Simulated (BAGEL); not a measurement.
**doublet KNa− at 5 levels**

Wanted: a comparison of 5 runs (ROHF/6-31G*, ROHF/def2-TZVPPD, CASPT2(3,8)/6-31G*, NEVPT2(3,8)/6-31G*, NEVPT2(3,8)/def2-TZVPPD) of doublet KNa−. 

The results are computed with BAGEL 1.2.2.

10 further runs of the same task are left out: 10 set aside as unsound or not needed.

### 1 The structure to begin with

KNa−: 2 atoms, total charge -1, spin state doublet. SMILES of the parent species: `[Na][K]`. The shape comes from GFN2-xTB, which is rough for such elements, and wasn't checked as a minimum. That shape belongs to the parent species and isn't relaxed for this state.

Bond lengths: Na1–K2 3.048 Å.

### 2 A single-point energy at ROHF/6-31G(d) (density fitting with qzvpp-jkfit, spherical functions) (run 1)

File job.json:

```json
{ "bagel": [

{
  "title": "molecule",
  "basis": "6-31gs.json",
  "df_basis": "qzvpp-jkfit",
  "angstrom": true,
  "geometry": [
    { "atom": "Na", "xyz": [       0.000000,       0.000000,       0.000000 ] },
    { "atom": "K", "xyz": [       0.000000,       0.000000,       3.047590 ] }
  ]
},

{
  "title": "rohf",
  "charge": -1,
  "nopen": 1
},

{
  "title": "print",
  "file": "orbitals.molden",
  "orbitals": true
}

]}
```

The basis set 6-31G* is read from a file made from the Basis Set Exchange's data (not shown).

Command:

```sh
$ BAGEL_NUM_THREADS=1 BAGEL job.json > job.out
```

Log:

```text
* using 1 threads per process

  ===============================================================
  ===============================================================

  *** Geometry ***

  { "atom" : "Na", "xyz" : [      0.000000,      0.000000,      0.000000 ] },
  { "atom" : "K", "xyz" : [      0.000000,      0.000000,      5.759110 ] },

  Number of auxiliary basis functions:      272

  Since a DF basis is specified, we compute 2- and 3-index integrals:
    o Being stored without compression. Storage requirement is 0.005 GB

  Number of basis functions:       50
  Number of electrons      :       30

    * METHOD: MOLECULE                             0.15

  *** Open-shell HF ***

  === Nuclear Repulsion ===
    36.2903267927

      * DIIS with orbital gradients will be used.

  === ROHF iteration (6-31gs.json) ===
      0       -760.94600001          0.00420731           0.04
      1       -760.94955571          0.00173056           0.04
      2       -760.95071443          0.00104014           0.04
      3       -760.95148112          0.00090987           0.04
      4       -760.95288855          0.00043164           0.04
      5       -760.95323367          0.00004125           0.04
      6       -760.95332262          0.00002933           0.03
      7       -760.95332779          0.00001927           0.04
      8       -760.95332089          0.00000970           0.04
      9       -760.95332165          0.00000439           0.04
     10       -760.95332329          0.00000160           0.04
     11       -760.95332341          0.00000071           0.04
     12       -760.95332297          0.00000027           0.04
     13       -760.95332318          0.00000006           0.03
     14       -760.95332315          0.00000003           0.03
     15       -760.95332313          0.00000001           0.03
    * SCF iteration converged.

    * S^2 (ROHF) is 0.7500

    * Permanent dipole moment:
           (   -0.000000,     0.000000,     1.431023) a.u.

    * METHOD: ROHF                                 0.68

    * METHOD: PRINT                                0.01

  ===============================================================
```

It took 0.99 s on 1 thread of Intel Xeon Platinum 8375C at 2.90GHz (Ice Lake), shared host.

### 3 The energy at ROHF/def2-TZVPPD (density fitting with qzvpp-jkfit) (run 2)

File job.json:

```json
{ "bagel": [

{
  "title": "molecule",
  "basis": "def2-tzvppd.json",
  "df_basis": "qzvpp-jkfit",
  "angstrom": true,
  "geometry": [
    { "atom": "Na", "xyz": [    0.000000,    0.000000,    0.000000 ] },
    { "atom": "K", "xyz": [    0.000000,    0.000000,    3.047590 ] }
  ]
},
{ "title": "rohf", "charge": -1, "nopen": 1 },
{ "title": "print", "file": "orbitals.molden", "orbitals": true }

]}
```

The basis set def2-TZVPPD is read from a file made from the Basis Set Exchange's data (not shown).

Command:

```sh
$ BAGEL_NUM_THREADS=1 BAGEL job.json > job.out
```

Log:

```text
* using 1 threads per process

  ===============================================================
  ===============================================================

  *** Geometry ***

  { "atom" : "Na", "xyz" : [      0.000000,      0.000000,      0.000000 ] },
  { "atom" : "K", "xyz" : [      0.000000,      0.000000,      5.759110 ] },

  Number of auxiliary basis functions:      272

  Since a DF basis is specified, we compute 2- and 3-index integrals:
    o Being stored without compression. Storage requirement is 0.011 GB

  Number of basis functions:       71
  Number of electrons      :       30

    * METHOD: MOLECULE                             0.11

  *** Open-shell HF ***

  === Nuclear Repulsion ===
    36.2903267927

      * DIIS with orbital gradients will be used.

  === ROHF iteration (def2-tzvppd.json) ===
      0       -760.99083509          0.00432162           0.07
      1       -760.99497817          0.00176837           0.07
      2       -760.99613877          0.00084206           0.04
      3       -760.99682824          0.00067938           0.04
      4       -760.99802238          0.00059076           0.04
      5       -760.99907137          0.00024342           0.04
      6       -760.99972020          0.00010472           0.04
      7       -760.99964576          0.00004516           0.04
      8       -760.99966664          0.00001829           0.04
      9       -760.99968553          0.00000768           0.04
     10       -760.99967801          0.00000398           0.05
     11       -760.99967933          0.00000175           0.04
     12       -760.99967971          0.00000048           0.04
     13       -760.99967949          0.00000020           0.04
     14       -760.99967950          0.00000006           0.04
     15       -760.99967956          0.00000003           0.04
     16       -760.99967956          0.00000001           0.04
     17       -760.99967956          0.00000001           0.04
    * SCF iteration converged.

    * S^2 (ROHF) is 0.7500

    * Permanent dipole moment:
           (   -0.000000,     0.000000,     1.314257) a.u.

    * METHOD: ROHF                                 0.92

    * METHOD: PRINT                                0.01

  ===============================================================
```

Wall time 1.2 s (1 thread of Intel Xeon Platinum 8375C at 2.90GHz (Ice Lake), shared host).

Run 3 isn't shown in full; the table further down has it.

### 4 A single-point energy at NEVPT2(3,8)/6-31G(d) (density fitting with qzvpp-jkfit, spherical functions) (run 4)

File input.json:

```json
{ "bagel": [

{
  "title": "molecule",
  "basis": "6-31gs.json",
  "df_basis": "qzvpp-jkfit",
  "angstrom": "true",
  "geometry": [
    { "atom": "Na", "xyz": [    0.000000,    0.000000,    0.000000 ] },
    { "atom": "K", "xyz": [    0.000000,    0.000000,    3.047590 ] }
  ]
},
{
  "title": "hf"
},
{
  "title": "casscf",
  "nstate": 1,
  "nact": 8,
  "nclosed": 14,
  "charge": -1,
  "nspin": 1,
  "maxiter": 200,
  "natocc": "true"
},
{
  "title": "nevpt2",
  "nstate": 1,
  "nact": 8,
  "nclosed": 14,
  "charge": -1,
  "nspin": 1,
  "maxiter": 200,
  "natocc": "true",
  "ncore": 6
}

]}
```

The basis set 6-31G* is read from a file made from the Basis Set Exchange's data (not shown).

Command:

```sh
$ BAGEL_NUM_THREADS=1 BAGEL input.json > input.out
```

Log:

```text
* using 1 threads per process

  ===============================================================
  ===============================================================

  *** Geometry ***

  { "atom" : "Na", "xyz" : [      0.000000,      0.000000,      0.000000 ] },
  { "atom" : "K", "xyz" : [      0.000000,      0.000000,      5.759110 ] },

  Number of auxiliary basis functions:      272

  Since a DF basis is specified, we compute 2- and 3-index integrals:
    o Being stored without compression. Storage requirement is 0.005 GB

  Number of basis functions:       50
  Number of electrons      :       30

    * METHOD: MOLECULE                             0.08

  *** RHF ***

  === Nuclear Repulsion ===
    36.2903267927

      * DIIS with orbital gradients will be used.

[... 6 lines left out ...]
    * SCF iteration converged.
[... 1 line left out ...]
    * Permanent dipole moment:
[... 22 lines left out ...]
    * Second-order optimization converged. *
[... 11 lines left out ...]
     * ci vector, state   0, <S^2> = 0.7500
       2a......    -0.9339518101
       .a2.....    -0.1737755015
       .a.2....    -0.1737755015
       .a..2...    -0.1286722277
       ab..a...     0.1058239544
       a..b.a..    -0.0692137104
       a.b...a.    -0.0692137104
       .a.....2    -0.0586235179
       aa..b...     0.0556827436
       ba..a...     0.0501412108

    * METHOD: CASSCF                               1.55

    * freezing 6 orbitals

  === DF-NEVPT2 calculation ===

    * 3-index integral transformation done
    * assembly done

      NEVPT2 correlation energy:   -0.1272799887      0.06

          (+0)     -0.1139563521
          (+0)'    -0.0044204656
          (+1)     -0.0033910136
          (+1)'    -0.0002621790
          (+2)     -0.0005387877
          (-1)     -0.0029310048
          (-1)'    -0.0013194117
          (-2)     -0.0004607743

      NEVPT2 total energy:       -761.1102176945

    * METHOD: NEVPT2                              10.02

  ===============================================================
```

It took 12 s on 1 thread of Intel Xeon Platinum 8375C at 2.90GHz (Ice Lake), shared host; peak memory 0.47 GiB.

### 5 A single-point energy at NEVPT2(3,8)/def2-TZVPPD (density fitting with qzvpp-jkfit) (run 5)

File job.json:

```json
{ "bagel" : [

{
  "title" : "molecule",
  "basis" : "def2-tzvppd.json",
  "df_basis" : "qzvpp-jkfit",
  "angstrom" : true,
  "geometry" : [
    { "atom" : "Na", "xyz" : [       0.000000,       0.000000,       0.000000 ] },
    { "atom" : "K", "xyz" : [       0.000000,       0.000000,       3.047590 ] }
  ]
},

{
  "title" : "hf"
},

{
  "title" : "casscf",
  "nstate" : 1,
  "nact" : 8,
  "nclosed" : 14,
  "charge" : -1,
  "nspin" : 1,
  "maxiter" : 200,
  "natocc" : true
},

{
  "title" : "nevpt2",
  "nstate" : 1,
  "nact" : 8,
  "nclosed" : 14,
  "charge" : -1,
  "nspin" : 1,
  "maxiter" : 200,
  "natocc" : true,
  "ncore" : 6
}

]}
```

The basis set def2-TZVPPD is read from a file made from the Basis Set Exchange's data (not shown).

Command:

```sh
$ BAGEL_NUM_THREADS=1 BAGEL job.json > job.out
```

Log:

```text
* using 1 threads per process

  ===============================================================
  ===============================================================

  *** Geometry ***

  { "atom" : "Na", "xyz" : [      0.000000,      0.000000,      0.000000 ] },
  { "atom" : "K", "xyz" : [      0.000000,      0.000000,      5.759110 ] },

  Number of auxiliary basis functions:      272

  Since a DF basis is specified, we compute 2- and 3-index integrals:
    o Being stored without compression. Storage requirement is 0.011 GB

  Number of basis functions:       71
  Number of electrons      :       30

    * METHOD: MOLECULE                             0.07

  *** RHF ***

  === Nuclear Repulsion ===
    36.2903267927

      * DIIS with orbital gradients will be used.

[... 6 lines left out ...]
    * SCF iteration converged.
[... 1 line left out ...]
    * Permanent dipole moment:
[... 22 lines left out ...]
    * Second-order optimization converged. *
[... 11 lines left out ...]
     * ci vector, state   0, <S^2> = 0.7500
       2a......    -0.9334547452
       .a2.....    -0.1758066494
       .a.2....    -0.1758066494
       .a..2...    -0.1271942561
       ab..a...    -0.1085457347
       .a...2..    -0.0639574399
       aa..b...    -0.0570530868
       a..b..a.     0.0541223645
       a.b....a    -0.0541223645
       ba..a...    -0.0514926479

    * METHOD: CASSCF                               3.44

    * freezing 6 orbitals

  === DF-NEVPT2 calculation ===

    * 3-index integral transformation done
    * assembly done

      NEVPT2 correlation energy:   -0.3289861604      0.24

          (+0)     -0.2930408841
          (+0)'    -0.0065575680
          (+1)     -0.0166686299
          (+1)'    -0.0002996008
          (+2)     -0.0006639330
          (-1)     -0.0096793718
          (-1)'    -0.0014856085
          (-2)     -0.0005905644

      NEVPT2 total energy:       -761.3583412776

    * METHOD: NEVPT2                              11.02

  ===============================================================
```

It took 15 s on 1 thread of Intel Xeon Platinum 8375C at 2.90GHz (Ice Lake), shared host; peak memory 0.47 GiB.

### 6 The series

| run | level | iteration cap | active rule | energy (Eh) | wall time |
| --- | --- | --- | --- | --- | --- |
| 1 | ROHF/6-31G* (density fitting with qzvpp-jkfit, spherical functions) | – | – | -760.953323 | 0.99 s |
| 2 | ROHF/def2-TZVPPD (density fitting with qzvpp-jkfit) | – | – | -760.999680 | 1.2 s |
| 3 | CASPT2(3,8)/6-31G* (density fitting with qzvpp-jkfit, spherical functions) | 200 | valence | -761.110431 | 3.6 s |
| 4 | NEVPT2(3,8)/6-31G* (density fitting with qzvpp-jkfit, spherical functions) | 200 | valence | -761.110218 | 12 s |
| 5 | NEVPT2(3,8)/def2-TZVPPD (density fitting with qzvpp-jkfit) | 200 | valence | -761.358341 | 15 s |

### 7 What came out

| quantity | value |
| --- | --- |
| run 5: total energy | -761.35834 Eh |

**Reading.** Below the ROHF energy at the same shape and in the same basis (6-31G*): CASPT2(3,8) -157.1 mEh; NEVPT2(3,8) -156.9 mEh. All runs together took 33 s, the longest 15 s.
